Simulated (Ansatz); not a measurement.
# SnGe2: the cost of one run

Computed with Ansatz 0.2.0 (DFT PBE, scalar-relativistic, plane waves, PAW, unless a step's input says otherwise).

3 further runs of the same task are left out: 1 that didn't finish, 2 set aside as unsound or not needed.

## 1. Starting point

The structure is trigonal, space group P-3m1 (No. 164). The conventional cell has a = 4.292 Å, b = 4.292 Å, c = 10.533 Å, α = 90.00°, β = 90.00°, γ = 120.00°. Sn (site symmetry 3m) is surrounded by 3 Ge at 2.65 Å and 1 Sn at 2.87 Å. Ge (site symmetry 3m) is surrounded by 4 Ge at 2.50 to 2.59 Å. Around Ge (site symmetry 3m) lie 1 Ge at 2.50 Å and 3 Sn at 2.65 Å.

Coordinates:

```
Sn Ge
1.0
     4.29214    0.00000    0.00000
    -2.14607    3.71711    0.00000
     0.00000    0.00000   10.53268
Sn Ge
2 4
Direct
  0.00000 0.00000 0.86359
  0.00000 0.00000 0.13641
  0.33333 0.66667 0.53631
  0.66667 0.33333 0.22660
  0.66667 0.33333 0.46369
  0.33333 0.66667 0.77340
```

The cell was relaxed beforehand at this level, from a generated guess; it needn't be the stable form of this composition. At a tolerance of 0.05 Å it has space group P-3m1 (No. 164); it has 28.01 Å³/atom, an uncorrected energy of +0.04 eV/atom over the elements.

## 2. Static run: bands, density of states and charges

input.yaml

```yaml
crystal:
  lattice:
    - [4.2921448686, 0.0, 0.0]
    - [-2.1460724343, 3.7171064929, 0.0]
    - [0.0, 0.0, 10.5326788053]
  atoms:
    - { symbol: Sn, position: [0.0, 0.0, 0.8635872081] }
    - { symbol: Sn, position: [0.0, 0.0, 0.1364127919] }
    - { symbol: Ge, position: [0.3333333333, 0.6666666667, 0.536308671] }
    - { symbol: Ge, position: [0.6666666667, 0.3333333333, 0.2266028527] }
    - { symbol: Ge, position: [0.6666666667, 0.3333333333, 0.463691329] }
    - { symbol: Ge, position: [0.3333333333, 0.6666666667, 0.7733971473] }
basis:
  ecutwfc: 420
kpoints:
  mp_grid: { grid: [12, 12, 4] }
  band_path:
    path:
      - [[0.0, 0.0, 0.0], [0.5, 0.0, 0.0], [0.33333333, 0.33333333, 0.0], [0.0, 0.0, 0.0], [0.0, 0.0, 0.5], [0.5, 0.0, 0.5], [0.33333333, 0.33333333, 0.5], [0.0, 0.0, 0.5]]
      - [[0.5, 0.0, 0.5], [0.5, 0.0, 0.0]]
      - [[0.33333333, 0.33333333, 0.5], [0.33333333, 0.33333333, 0.0]]
    npoints: 14
hamiltonian:
  xc: pbe
scf:
  occupations: { method: gaussian, width: 0.1 }
  n_extra_bands: 15
output:
  forces: true
  stress: true
  eigenvalues: true
  populations: true
  dos: { projected: true, de: 0.02, nscf_kmesh: { grid: [15, 15, 5] } }
  bader: true
```

Run with:

```console
> ansatz run input.yaml --threads 1 --pin off --max-ram 2560MiB --backend cpu --events-out ev --progress --plain --runs-dir out
```

**Question.** How long does this run take on 1 thread of Intel Xeon Platinum 8488C (Sapphire Rapids), shared host, and how much memory does it need?

About 2.2 min, with a peak of 1 GiB.
